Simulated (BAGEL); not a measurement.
**Si2H3F3 (SMILES F[Si](F)(F)[SiH3]): a chain of runs**

Aim: a single-point energy (HF/6-31G*), then the energy (NEVPT2(2,2)/6-31G*), then the energy (CASPT2(2,2)/6-31G*) of Si2H3F3. 

The results are computed with BAGEL 1.2.2.

## Step 1: Starting point

Si2H3F3: 8 atoms, total charge 0, spin state singlet. As SMILES, `F[Si](F)(F)[SiH3]`. One bond was lengthened or shortened from a relaxed shape.

Bond lengths: F1–Si2 1.582 Å, Si2–F3 1.582 Å, Si2–F4 1.582 Å, Si2–Si5 1.979 Å, Si5–H6 1.484 Å, Si5–H7 1.484 Å, Si5–H8 1.484 Å. Some angles: F1–Si2–F3 107.0°, F1–Si2–F4 107.0°, F1–Si2–Si5 111.9°, F3–Si2–F4 107.0°, F3–Si2–Si5 111.9°, F4–Si2–Si5 111.9°, Si2–Si5–H6 108.7°, Si2–Si5–H7 108.7°, Si2–Si5–H8 108.7°, H6–Si5–H7 110.2°.

## Step 2: The energy at HF/6-31G(d) (density fitting with svp-jkfit, spherical functions) (run 1)

input.json

```json
{ "bagel": [

{
  "title": "molecule",
  "basis": "6-31gs.json",
  "df_basis": "svp-jkfit",
  "geometry": [
    { "atom": "F", "xyz": [  2.16891237, -1.42555648,  2.76398146 ] },
    { "atom": "Si", "xyz": [  0.70229593, -1.29327565,  0.16315139 ] },
    { "atom": "F", "xyz": [ -1.21331945, -3.58740316,  0.12422304 ] },
    { "atom": "F", "xyz": [  2.70767329, -1.79480896, -1.99567173 ] },
    { "atom": "Si", "xyz": [ -1.04067218,  1.98496832, -0.28837221 ] },
    { "atom": "H", "xyz": [ -2.88296618,  2.32039471,  1.79883030 ] },
    { "atom": "H", "xyz": [  0.87040785,  4.03607706, -0.23205837 ] },
    { "atom": "H", "xyz": [ -2.36839375,  1.96607106, -2.75805528 ] }
  ]
},
{
  "title": "hf"
},
{
  "title": "print",
  "file": "orbitals.molden",
  "orbitals": true
}

]}
```

The basis set 6-31G* is read from a file made from the Basis Set Exchange's data (not shown).

Launch:

```console
$ BAGEL_NUM_THREADS=1 BAGEL input.json > input.out
```

The log of the run:

```text
* using 1 threads per process

  ===============================================================
  ===============================================================

  *** Geometry ***

  { "atom" : "F", "xyz" : [      2.168912,     -1.425556,      2.763981 ] },
  { "atom" : "Si", "xyz" : [      0.702296,     -1.293276,      0.163151 ] },
  { "atom" : "F", "xyz" : [     -1.213319,     -3.587403,      0.124223 ] },
  { "atom" : "F", "xyz" : [      2.707673,     -1.794809,     -1.995672 ] },
  { "atom" : "Si", "xyz" : [     -1.040672,      1.984968,     -0.288372 ] },
  { "atom" : "H", "xyz" : [     -2.882966,      2.320395,      1.798830 ] },
  { "atom" : "H", "xyz" : [      0.870408,      4.036077,     -0.232058 ] },
  { "atom" : "H", "xyz" : [     -2.368394,      1.966071,     -2.758055 ] },

  Number of auxiliary basis functions:      541

  Since a DF basis is specified, we compute 2- and 3-index integrals:
    o Being stored without compression. Storage requirement is 0.031 GB

  Number of basis functions:       84
  Number of electrons      :       58

    * METHOD: MOLECULE                             0.33

  *** RHF ***

  === Nuclear Repulsion ===
   332.4551860069

      * DIIS with orbital gradients will be used.

  === RHF iteration (6-31gs.json) ===
      0       -877.73563359          0.02331003           0.10
      1       -877.93414807          0.01484305           0.11
      2       -878.04026943          0.00117752           0.09
      3       -878.04170833          0.00016531           0.10
      4       -878.04174198          0.00003021           0.11
      5       -878.04174333          0.00000571           0.10
      6       -878.04174337          0.00000115           0.10
      7       -878.04174337          0.00000023           0.10
      8       -878.04174338          0.00000007           0.10
      9       -878.04174338          0.00000003           0.11
     10       -878.04174338          0.00000001           0.10
    * SCF iteration converged.

    * Permanent dipole moment:
           (    0.392524,    -0.738756,     0.101585) a.u.

    * METHOD: HF                                   1.32

    * METHOD: PRINT                                0.02

  ===============================================================
```

Run time: 1.8 s. Hardware: 1 thread of Arm Neoverse V1, shared host; peak memory 0.15 GiB.

## Step 3: The energy at NEVPT2(2,2)/6-31G(d) (density fitting with svp-jkfit, spherical functions) (run 2)

input.json: that of step 2 with these lines changed.

```diff
@@ -6,2 +6,3 @@
   "df_basis": "svp-jkfit",
+  "angstrom": false,
   "geometry": [
@@ -17,10 +18,5 @@
 },
-{
-  "title": "hf"
-},
-{
-  "title": "print",
-  "file": "orbitals.molden",
-  "orbitals": true
-}
+{ "title": "hf" },
+{ "title": "nevpt2", "nstate": 1, "nact": 2, "nclosed": 28, "active": [29, 32], "maxiter": 200, "natocc": true, "ncore": 13 },
+{ "title": "print", "file": "orbitals.molden", "orbitals": true }
```

The basis set 6-31G* is read from a file made from the Basis Set Exchange's data (not shown).

Launch:

```console
$ BAGEL_NUM_THREADS=1 BAGEL input.json > input.out
```

The log of the run:

```text
* using 1 threads per process

  ===============================================================
  ===============================================================

  *** Geometry ***

  { "atom" : "F", "xyz" : [      2.168912,     -1.425556,      2.763981 ] },
  { "atom" : "Si", "xyz" : [      0.702296,     -1.293276,      0.163151 ] },
  { "atom" : "F", "xyz" : [     -1.213319,     -3.587403,      0.124223 ] },
  { "atom" : "F", "xyz" : [      2.707673,     -1.794809,     -1.995672 ] },
  { "atom" : "Si", "xyz" : [     -1.040672,      1.984968,     -0.288372 ] },
  { "atom" : "H", "xyz" : [     -2.882966,      2.320395,      1.798830 ] },
  { "atom" : "H", "xyz" : [      0.870408,      4.036077,     -0.232058 ] },
  { "atom" : "H", "xyz" : [     -2.368394,      1.966071,     -2.758055 ] },

  Number of auxiliary basis functions:      541

  Since a DF basis is specified, we compute 2- and 3-index integrals:
    o Being stored without compression. Storage requirement is 0.031 GB

  Number of basis functions:       84
  Number of electrons      :       58

    * METHOD: MOLECULE                             0.33

  *** RHF ***

  === Nuclear Repulsion ===
   332.4551860069

      * DIIS with orbital gradients will be used.

  === RHF iteration (6-31gs.json) ===
      0       -877.73563359          0.02331003           0.10
      1       -877.93414807          0.01484305           0.11
      2       -878.04026943          0.00117752           0.11
      3       -878.04170833          0.00016531           0.09
      4       -878.04174198          0.00003021           0.10
      5       -878.04174333          0.00000571           0.10
      6       -878.04174337          0.00000115           0.10
      7       -878.04174337          0.00000023           0.11
      8       -878.04174338          0.00000007           0.10
      9       -878.04174338          0.00000003           0.09
     10       -878.04174338          0.00000001           0.11
    * SCF iteration converged.

    * Permanent dipole moment:
           (    0.392524,    -0.738756,     0.101585) a.u.

    * METHOD: HF                                   1.33

    * freezing 13 orbitals
  ---------------------------
      CASSCF calculation
  ---------------------------

    ==== Active orbitals : =====
         Orbital 29
         Orbital 32
    ============================

    * nstate   :      1
    * nclosed  :     28
    * nact     :      2
    * nvirt    :     54
  === CASSCF iteration (6-31gs.json) ===

    * Using the second-order algorithm

      0  0      -878.04234652     1.31e-04      0.03

      1  0      -878.04532153     2.16e-04      0.48

      2  0      -878.04579842     3.75e-04      0.50

      3  0      -878.04711972     8.26e-05      0.57

      4  0      -878.04714819     1.22e-05      0.58

      5  0      -878.04714856     2.17e-06      0.60

      6  0      -878.04714857     4.31e-07      0.60

      7  0      -878.04714857     9.22e-08      0.62

      8  0      -878.04714857     2.04e-08      0.48

      9  0      -878.04714857     4.58e-09      0.54

    * Second-order optimization converged. *

     guess   0:   closed 1.                   open ..

  === FCI iteration ===

      0  0      -878.04173338     4.93e-02      0.00
      1  0      -878.04714830     2.55e-04      0.00
      2  0 *    -878.04714857     1.53e-16      0.00

     * ci vector, state   0, <S^2> = 0.0000
       2.     0.9984945030
       .2    -0.0548518687

  === DF-NEVPT2 calculation ===

    * 3-index integral transformation done
    * assembly done

      NEVPT2 correlation energy:   -0.6602385956      0.20

          (+0)     -0.6118732820
          (+0)'    -0.0067308857
          (+1)     -0.0098209746
          (+1)'    -0.0000000000
          (+2)     -0.0001800001
          (-1)     -0.0221180806
          (-1)'     0.0000000000
          (-2)     -0.0095153727

      NEVPT2 total energy:       -878.7073871640

    * METHOD: NEVPT2                               5.63

    * METHOD: PRINT                                0.02

  ===============================================================
```

Run time: 7.5 s. Hardware: 1 thread of Arm Neoverse V1, shared host; peak memory 0.15 GiB.

## Step 4: The energy at CASPT2(2,2)/6-31G(d) (density fitting with svp-jkfit, spherical functions) (run 3)

caspt2.json

```json
{ "bagel" : [

{
  "title" : "molecule",
  "basis" : "6-31gs.json",
  "df_basis" : "svp-jkfit",
  "angstrom" : false,
  "geometry" : [
    { "atom" : "F", "xyz" : [  2.16891237, -1.42555648,  2.76398146 ] },
    { "atom" : "Si", "xyz" : [  0.70229593, -1.29327565,  0.16315139 ] },
    { "atom" : "F", "xyz" : [ -1.21331945, -3.58740316,  0.12422304 ] },
    { "atom" : "F", "xyz" : [  2.70767329, -1.79480896, -1.99567173 ] },
    { "atom" : "Si", "xyz" : [ -1.04067218,  1.98496832, -0.28837221 ] },
    { "atom" : "H", "xyz" : [ -2.88296618,  2.32039471,  1.79883030 ] },
    { "atom" : "H", "xyz" : [  0.87040785,  4.03607706, -0.23205837 ] },
    { "atom" : "H", "xyz" : [ -2.36839375,  1.96607106, -2.75805528 ] }
  ]
},
{ "title" : "hf" },
{ "title" : "casscf", "nstate" : 1, "nact" : 2, "nclosed" : 28, "active" : [29, 32], "maxiter" : 200, "natocc" : true },
{ "title" : "print", "file" : "orbitals.molden", "orbitals" : true },
{ "title" : "smith", "method" : "caspt2", "ms" : true, "xms" : true, "sssr" : true, "shift" : 0.2, "shift_imag" : true, "ncore" : 13 }

]}
```

The basis set 6-31G* is read from a file made from the Basis Set Exchange's data (not shown).

Launch:

```console
$ BAGEL_NUM_THREADS=1 BAGEL caspt2.json > caspt2.out
```

The log of the run:

```text
* using 1 threads per process

  ===============================================================
  ===============================================================

  *** Geometry ***

  { "atom" : "F", "xyz" : [      2.168912,     -1.425556,      2.763981 ] },
  { "atom" : "Si", "xyz" : [      0.702296,     -1.293276,      0.163151 ] },
  { "atom" : "F", "xyz" : [     -1.213319,     -3.587403,      0.124223 ] },
  { "atom" : "F", "xyz" : [      2.707673,     -1.794809,     -1.995672 ] },
  { "atom" : "Si", "xyz" : [     -1.040672,      1.984968,     -0.288372 ] },
  { "atom" : "H", "xyz" : [     -2.882966,      2.320395,      1.798830 ] },
  { "atom" : "H", "xyz" : [      0.870408,      4.036077,     -0.232058 ] },
  { "atom" : "H", "xyz" : [     -2.368394,      1.966071,     -2.758055 ] },

  Number of auxiliary basis functions:      541

  Since a DF basis is specified, we compute 2- and 3-index integrals:
    o Being stored without compression. Storage requirement is 0.031 GB

  Number of basis functions:       84
  Number of electrons      :       58

    * METHOD: MOLECULE                             0.33

  *** RHF ***

  === Nuclear Repulsion ===
   332.4551860069

      * DIIS with orbital gradients will be used.

  === RHF iteration (6-31gs.json) ===
      0       -877.73563359          0.02331003           0.10
      1       -877.93414807          0.01484305           0.10
      2       -878.04026943          0.00117752           0.10
      3       -878.04170833          0.00016531           0.10
      4       -878.04174198          0.00003021           0.10
      5       -878.04174333          0.00000571           0.10
      6       -878.04174337          0.00000115           0.10
      7       -878.04174337          0.00000023           0.09
      8       -878.04174338          0.00000007           0.10
      9       -878.04174338          0.00000003           0.10
     10       -878.04174338          0.00000001           0.10
    * SCF iteration converged.

    * Permanent dipole moment:
           (    0.392524,    -0.738756,     0.101585) a.u.

    * METHOD: HF                                   1.29

  ---------------------------
      CASSCF calculation
  ---------------------------

    ==== Active orbitals : =====
         Orbital 29
         Orbital 32
    ============================

    * nstate   :      1
    * nclosed  :     28
    * nact     :      2
    * nvirt    :     54
  === CASSCF iteration (6-31gs.json) ===

    * Using the second-order algorithm

      0  0      -878.04234652     1.31e-04      0.03

      1  0      -878.04532153     2.16e-04      0.48

      2  0      -878.04579842     3.75e-04      0.49

      3  0      -878.04711972     8.26e-05      0.58

      4  0      -878.04714819     1.22e-05      0.60

      5  0      -878.04714856     2.17e-06      0.59

      6  0      -878.04714857     4.31e-07      0.61

      7  0      -878.04714857     9.22e-08      0.62

      8  0      -878.04714857     2.04e-08      0.50

      9  0      -878.04714857     4.58e-09      0.54

    * Second-order optimization converged. *

     guess   0:   closed 1.                   open ..

  === FCI iteration ===

      0  0      -878.04173338     4.93e-02      0.00
      1  0      -878.04714830     2.55e-04      0.00
      2  0 *    -878.04714857     1.53e-16      0.00

     * ci vector, state   0, <S^2> = 0.0000
       2.     0.9984945030
       .2    -0.0548518687

    * METHOD: CASSCF                               5.26

    * METHOD: PRINT                                0.02

  === SMITH program ===

    * freezing 13 orbitals

    * Approximate memory requirement for SMITH calulation per MPI process:
      o Storage requirement for T-amplitude, lambda, and residual is 0.03 GB
      o Storage requirement for MO integrals is 0.01 GB
    * Calculating and saving rdm4f

    * Zeroth order energy : state  0       -1.1927608374

    * CASPT2 iteration is performed using orthogonal basis

      -------------------------------------------  CASPT2 iteration  ---------------------------------------------------
       #      aibj      arbs      arbi      airj      risj      airs      arst      rist         Etot      error   time
      ------------------------------------------------------------------------------------------------------------------

       0  -0.61220  -0.01204  -0.02260  -0.01139  -0.00026  -0.00584  -0.00000  -0.00000   -0.6643302  0.0015775   0.11
       1  -0.61271  -0.01224  -0.02275  -0.01167  -0.00029  -0.00604  -0.00000  -0.00000   -0.6656982  0.0002676   0.09
       2  -0.61273  -0.01224  -0.02277  -0.01168  -0.00029  -0.00604  -0.00000  -0.00000   -0.6657430  0.0000554   0.09
       3  -0.61272  -0.01224  -0.02277  -0.01168  -0.00029  -0.00604  -0.00000  -0.00000   -0.6657445  0.0000122   0.09
       4  -0.61272  -0.01224  -0.02277  -0.01168  -0.00029  -0.00604  -0.00000  -0.00000   -0.6657446  0.0000030   0.10
       5  -0.61272  -0.01224  -0.02277  -0.01168  -0.00029  -0.00604  -0.00000  -0.00000   -0.6657446  0.0000006   0.10

      ------------------------------------------------------------------------------------------------------------------

    * CASPT2 energy : state  0     -878.7151367302
        w/o shift correction       -878.7128931475
        reference weight              0.8495876149

    * METHOD: SMITH                                0.90

  ===============================================================
```

It took 8.1 s on 1 thread of Arm Neoverse V1, shared host; peak memory 0.23 GiB.

## Step 5: Results

| quantity | value |
| --- | --- |
| run 1, HF/6-31G*: total energy | -878.04174 Eh |
| run 1, HF/6-31G*: dipole moment | 2.14 D |
| run 1, HF/6-31G*: HOMO energy | -13.29 eV |
| run 1, HF/6-31G*: LUMO energy | 3.39 eV |
| run 1, HF/6-31G*: HOMO–LUMO gap | 16.68 eV |
| run 2, NEVPT2(2,2)/6-31G*: total energy | -878.70739 Eh |
| run 3, CASPT2(2,2)/6-31G*: total energy | -878.71514 Eh |
